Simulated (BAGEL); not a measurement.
# GeF2 (SMILES [F][Ge][F]) at HF/STO-3G (density fitting with qzvpp-jkfit)

Aim: the vertical singlet–triplet gap of GeF2 at HF/STO-3G (density fitting with qzvpp-jkfit), from 2 runs. 

The results are computed with BAGEL 1.2.2.

8 further runs of the same task are left out: 4 that didn't finish, 4 set aside as unsound or not needed. Runs told in other sessions of the task aren't counted.

### Step 1. The structure to begin with

GeF2 has 3 atoms, charge 0, and is taken as a singlet. SMILES: `[F][Ge][F]`. Geometry: relaxed at PBE0-D4/def2-TZVP.

Bond lengths: F1–Ge2 1.745 Å, Ge2–F3 1.745 Å. Angles: F1–Ge2–F3 97.2°.

### Step 2. A single-point energy at HF/STO-3G (density fitting with qzvpp-jkfit)

The input, calc.json:

```json
{ "bagel": [

{
  "title": "molecule",
  "basis": "sto-3g",
  "df_basis": "qzvpp-jkfit",
  "angstrom": "true",
  "geometry": [
    { "atom": "F", "xyz": [   -0.675900,   -1.101800,   -0.497500 ] },
    { "atom": "Ge", "xyz": [    0.637500,   -0.295200,    0.320200 ] },
    { "atom": "F", "xyz": [    0.027600,    1.332100,    0.164100 ] }
  ]
},
{ "title": "hf" },
{ "title": "print", "file": "orbitals.molden", "orbitals": "true" }

]}
```

Run with:

```
BAGEL_NUM_THREADS=1 BAGEL calc.json > calc.out
```

Output:

```text
* using 1 threads per process

  ===============================================================
  ===============================================================

  *** Geometry ***

  { "atom" : "F", "xyz" : [     -1.277266,     -2.082100,     -0.940139 ] },
  { "atom" : "Ge", "xyz" : [      1.204700,     -0.557847,      0.605090 ] },
  { "atom" : "F", "xyz" : [      0.052156,      2.517304,      0.310104 ] },

  Number of auxiliary basis functions:      420

  Since a DF basis is specified, we compute 2- and 3-index integrals:
    o Being stored without compression. Storage requirement is 0.003 GB

  Number of basis functions:       28
  Number of electrons      :       50

    * METHOD: MOLECULE                             0.13

  *** RHF ***

  === Nuclear Repulsion ===
   191.0627176034

      * DIIS with orbital gradients will be used.

  === RHF iteration (sto-3g) ===
      0      -2247.71690084          0.01722987           0.02
      1      -2247.81110848          0.00587535           0.02
      2      -2247.81935444          0.00108314           0.02
      3      -2247.82021536          0.00027150           0.02
      4      -2247.82026228          0.00006929           0.02
      5      -2247.82026463          0.00001321           0.02
      6      -2247.82026474          0.00000200           0.02
      7      -2247.82026474          0.00000067           0.02
      8      -2247.82026474          0.00000014           0.02
      9      -2247.82026474          0.00000005           0.02
     10      -2247.82026474          0.00000001           0.02
     11      -2247.82026474          0.00000000           0.02
    * SCF iteration converged.

    * Permanent dipole moment:
           (   -0.303104,     0.129395,    -0.153460) a.u.

    * METHOD: HF                                   0.33

    * METHOD: PRINT                                0.00

  ===============================================================
```

It took 0.58 s on 1 thread of Arm Neoverse V1, shared host.

### Step 3. The triplet at the same level

The input, calc.json:

```json
{ "bagel": [

{
  "title": "molecule",
  "basis": "sto-3g",
  "df_basis": "qzvpp-jkfit",
  "angstrom": "true",
  "geometry": [
    { "atom": "F", "xyz": [      -0.675900,      -1.101800,      -0.497500 ] },
    { "atom": "Ge", "xyz": [       0.637500,      -0.295200,       0.320200 ] },
    { "atom": "F", "xyz": [       0.027600,       1.332100,       0.164100 ] }
  ]
},

{ "title": "uhf", "nopen": 2 },

{ "title": "print", "file": "orbitals.molden", "orbitals": "true" }

]}
```

Run with:

```
BAGEL_NUM_THREADS=1 BAGEL calc.json > calc.out
```

Output:

```text
* using 1 threads per process

  ===============================================================
  ===============================================================

  *** Geometry ***

  { "atom" : "F", "xyz" : [     -1.277266,     -2.082100,     -0.940139 ] },
  { "atom" : "Ge", "xyz" : [      1.204700,     -0.557847,      0.605090 ] },
  { "atom" : "F", "xyz" : [      0.052156,      2.517304,      0.310104 ] },

  Number of auxiliary basis functions:      420

  Since a DF basis is specified, we compute 2- and 3-index integrals:
    o Being stored without compression. Storage requirement is 0.003 GB

  Number of basis functions:       28
  Number of electrons      :       50

    * METHOD: MOLECULE                             0.12

  *** Open-shell HF ***

  === Nuclear Repulsion ===
   191.0627176034

      * DIIS with orbital gradients will be used.

  === UHF iteration (sto-3g) ===
      0      -2247.64882197          0.02748261           0.04
      1      -2247.72675981          0.00691120           0.04
      2      -2247.73246824          0.00210533           0.04
      3      -2247.73327213          0.00085657           0.05
      4      -2247.73354945          0.00014134           0.04
      5      -2247.73356350          0.00008358           0.04
      6      -2247.73357233          0.00004605           0.04
      7      -2247.73357429          0.00002313           0.04
      8      -2247.73357494          0.00001002           0.05
      9      -2247.73357504          0.00000255           0.05
     10      -2247.73357504          0.00000066           0.04
     11      -2247.73357504          0.00000024           0.04
     12      -2247.73357504          0.00000006           0.05
     13      -2247.73357504          0.00000003           0.05
     14      -2247.73357504          0.00000002           0.05
     15      -2247.73357504          0.00000001           0.04
    * SCF iteration converged.

    * S^2 (UHF) is 2.0171

    * Permanent dipole moment:
           (   -0.763039,     0.325604,    -0.386339) a.u.

    * METHOD: UHF                                  0.78

    * METHOD: PRINT                                0.00

  ===============================================================
```

Wall time 1.1 s (1 thread of Arm Neoverse V1, shared host).

### Step 4. What came out

Level: HF/STO-3G (density fitting with qzvpp-jkfit).

| quantity | value |
| --- | --- |
| singlet: total energy | -2247.82026 Eh |
| singlet: dipole moment | 0.92 D |
| singlet: HOMO energy | -7.07 eV |
| singlet: LUMO energy | 5.12 eV |
| singlet: HOMO–LUMO gap | 12.19 eV |
| triplet: total energy | -2247.73358 Eh |
| triplet: dipole moment | 2.33 D |
| triplet: ⟨S²⟩ | 2.017 |
| vertical energy of the triplet above the singlet | 2.359 eV |

In words: At this shape the triplet lies 2.36 eV (54 kcal/mol) above the singlet. In a minimal basis such a difference can be off by several eV, whatever the method.
